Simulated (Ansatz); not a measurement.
# LaAs: response to strain

Aim: deform LaAs (equal xy, yz and zx engineering shear strains of -1 %) and compute stress, forces and field gradients with LAPW, PAW and all-electron datasets made for the crystal.

Computed with Ansatz 0.2.0 (DFT PBEsol, scalar-relativistic, unless a step's input says otherwise).

## Step 1: The system as given

It takes space group Fm-3m (No. 225, cubic). The conventional cell has a = 6.125 Å, b = 6.125 Å, c = 6.125 Å, α = 90.00°, β = 90.00°, γ = 90.00°. Around La (site symmetry m-3m) lie 6 As at 3.06 Å. As (site symmetry m-3m) has 6 La at 3.06 Å as nearest neighbours.

As a file:

```cif
data_structure
_symmetry_space_group_name_H-M 'P 1'
_symmetry_Int_Tables_number 1
_cell_length_a 4.3310
_cell_length_b 4.3310
_cell_length_c 4.3310
_cell_angle_alpha 60.000
_cell_angle_beta 60.000
_cell_angle_gamma 60.000
_cell_volume 57.45
loop_
_atom_site_label
_atom_site_type_symbol
_atom_site_fract_x
_atom_site_fract_y
_atom_site_fract_z
_atom_site_occupancy
La1 La 0.00000 0.00000 0.00000 1
As1 As 0.50000 0.50000 0.50000 1
```

Atoms are numbered in the order of the input: La1, As2.

## Step 2: The deformed structure

Space group Fm-3m before, R-3m after.

## Step 3: Full-potential LAPW

Input file input.yaml:

```yaml
crystal:
  lattice:
    - [-0.030625, 3.0471875, 3.0471875]
    - [3.0471875, -0.030625, 3.0471875]
    - [3.0471875, 3.0471875, -0.030625]
  atoms:
    - { symbol: La, position: [0.0, 0.0, 0.0] }
    - { symbol: As, position: [0.5, 0.5, 0.5] }
kpoints:
  mp_grid: { grid: [12, 12, 12] }
  band_path:
    path:
      - [0.0, 0.0, 0.0]
      - [0.5, 0.5, 0.5]
      - [0.2525443832, 0.5, 0.7474556168]
      - [-0.2525443832, 0.2525443832, 0.5]
      - [0.0, 0.0, 0.5]
      - [0.0, 0.0, 0.0]
      - [-0.3762721916, 0.0, 0.3762721916]
      - [0.0, 0.3762721916, 0.6237278084]
      - [0.0, 0.5, 0.5]
    npoints: 5
scf:
  occupations: { method: fermi_dirac, width: 0.05 }
hamiltonian:
  xc: pbesol
  pseudopotentials: { kind: all_electron, lapw: { basis_error: 0.001 } }
output:
  forces: true
  stress: true
  eigenvalues: true
```

Command:

```
ansatz run input.yaml --threads 1 --pin off --max-ram 3072MiB --backend cpu --events-out ev --progress --plain --runs-dir out
```

## Step 4: PAW on the default files

Input file input.yaml:

```yaml
crystal:
  lattice:
    - [-0.030625, 3.0471875, 3.0471875]
    - [3.0471875, -0.030625, 3.0471875]
    - [3.0471875, 3.0471875, -0.030625]
  atoms:
    - { symbol: La, position: [0.0, 0.0, 0.0] }
    - { symbol: As, position: [0.5, 0.5, 0.5] }
kpoints:
  mp_grid: { grid: [12, 12, 12] }
scf:
  occupations: { method: fermi_dirac, width: 0.05 }
hamiltonian:
  xc: pbesol
  pseudopotentials: { kind: paw }
output:
  forces: true
  stress: true
  eigenvalues: true
  efg: { contact_densities: true }
```

## Step 5: All-electron PAW on datasets made for the crystal

input.yaml: that of step 4 with these lines changed.

```diff
@@ -14,3 +14,3 @@
   xc: pbesol
-  pseudopotentials: { kind: paw }
+  pseudopotentials: { kind: all_electron, datasets: crystal }
 output:
```

(Steps that only read results are left out.)

**Question.** What will these runs give? Wanted: pressure; largest shear or deviatoric stress.

As calculated:

```
                                 quantity                                              value
                                 pressure  LAPW -0.49, PAW -0.51, crystal datasets -0.49 GPa
largest shear or deviatoric stress (LAPW)                                           0.28 GPa
```

What this shows: The largest part of the stress beyond the pressure is 0.28 GPa in size; the atoms are carried along and not relaxed. No run of the undeformed cell stands beside it, so the pressure holds what the given cell had before the change. PAW: stress within 0.03 GPa of LAPW. Crystal datasets: stress within 0.01 GPa of LAPW. Spin-orbit coupling is left out, though the cell holds La; in elements this heavy it can shift bands and gaps by tenths of an eV.
